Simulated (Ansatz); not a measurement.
**CoH (septet): from Hartree-Fock to the top rungs, def2-TZVPP**

An exercise on one series of results from a longer session: the logs are not shown, and one member is left open.

The runs use Ansatz 0.2.0, Gaussian basis; def2-TZVPP, core rule «outside noble gas», up to 9 orbitals frozen.

Plan: UHF; ROHF; CCSD(T) on UHF.

## What is computed

The geometry is a PBE0/def2-TZVP stationary point (not a proven minimum) of the parent state, kept for this charge and spin.

2 atoms, charge 0, spin multiplicity 7.

Atoms are counted from 1 here; the program's logs count them from 0.

Bond lengths: Co1–H2 1.633 Å.

Set-up of the first run:

in.yaml

```yaml
crystal:
  periodic: [false, false, false]
  atoms:
    - {symbol: Co, position_ang: [0.000000, 0.000000, 0.000000]}
    - {symbol: H, position_ang: [0.000000, 0.000000, 1.633200]}
basis:
  gaussian: {orbitals: def2-TZVPP}
magnetization: {spin_polarized: true, initial_magnetization: 6}
hamiltonian: {xc: hf}
output: {orbitals: {seedname: orbitals}}
```

On the command line:

```sh
$ ansatz run in.yaml --threads 1 --pin off --events-out ev --progress --plain --max-ram 4096MiB --backend cpu
```

Among the steps run: UHF; ROHF; CCSD(T) on UHF.

One table of the session follows, with a row left open; its other results are not shown here.

| method | from UCCSD(T) (meV) |
| --- | --- |
| ROHF | +6622.1 |
| UHF | ? |
| UMP2 | +316.9 |
| UCCSD | +201.9 |
| UCCSD(T) | 0 |

**Question.** Estimate the row for UHF.

**Answer.** from UCCSD(T) (meV): +6402.5. In the column «from UCCSD(T) (meV)» it lies between UMP2 (+316.9) and ROHF (+6622.1).
